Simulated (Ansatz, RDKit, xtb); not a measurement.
**C3H5FGaN: ranking a sample of isomers**

A sample of isomers of C3H5FGaN is drawn. Aim: find which of them has the lowest free energy at 298.15 K, then its properties. The sample is small against all isomers, and the most stable one of this formula need not be in it.

Plan: many cheap relaxations first (GFN2-xTB), then density-functional screening, relaxation at r2SCAN-D4/def2-SVP, vibrations (at GFN2-xTB) and a final energy. The numbers are computed, not measured.

## (1) Drawing up candidates

Isomers were taken from a list of plausible structures; this is a sample, not all of them. That gives 4 candidates.

```tsv
label	SMILES	spin
c155	[CH3][GaH][C@@H](F)C#N	singlet
c163	N#C[CH2][GaH][CH2]F	singlet
c277	[CH3][Ga]([F])[CH2]C#N	singlet
c631	[CH3][Ga]([C]#N)[CH2]F	singlet
```

Candidates are built by distance geometry, with a force field where one applies, in up to four conformers (letters a to d).

Q: Predict the outcome of this search (final energies at CCSD(T)/def2-SVP + MP2/def2-TZVPP - MP2/def2-SVP).

| quantity | value |
| --- | --- |
| lowest structure found | [CH3][Ga]([F])[CH2]C#N, singlet |
| next finalist | N#C[CH2][GaH][CH2]F, singlet, 53.9 kcal/mol higher in G |
| share at equilibrium, among the finalists | 100.0 % |

`[CH3][Ga]([F])[CH2]C#N` comes out lowest. The margin of 53.9 kcal/mol over the next finalist is beyond the usual error of the last level; it says nothing of structures that weren't ranked. r2SCAN-D4/def2-SVP, relaxed, HF/def2-SVP and MP2/def2-SVP already put its bonding pattern lowest among the structures in one piece. The search is not exhaustive (a finite list of starts, one conformer a finalist), so a lower isomer can't be ruled out. Only 4 drawn patterns were tried, so whole families of isomers are missing, and the result ranks this sample alone. The lowest isomer need not be the one that is made and kept in a bottle, which depends on barriers.
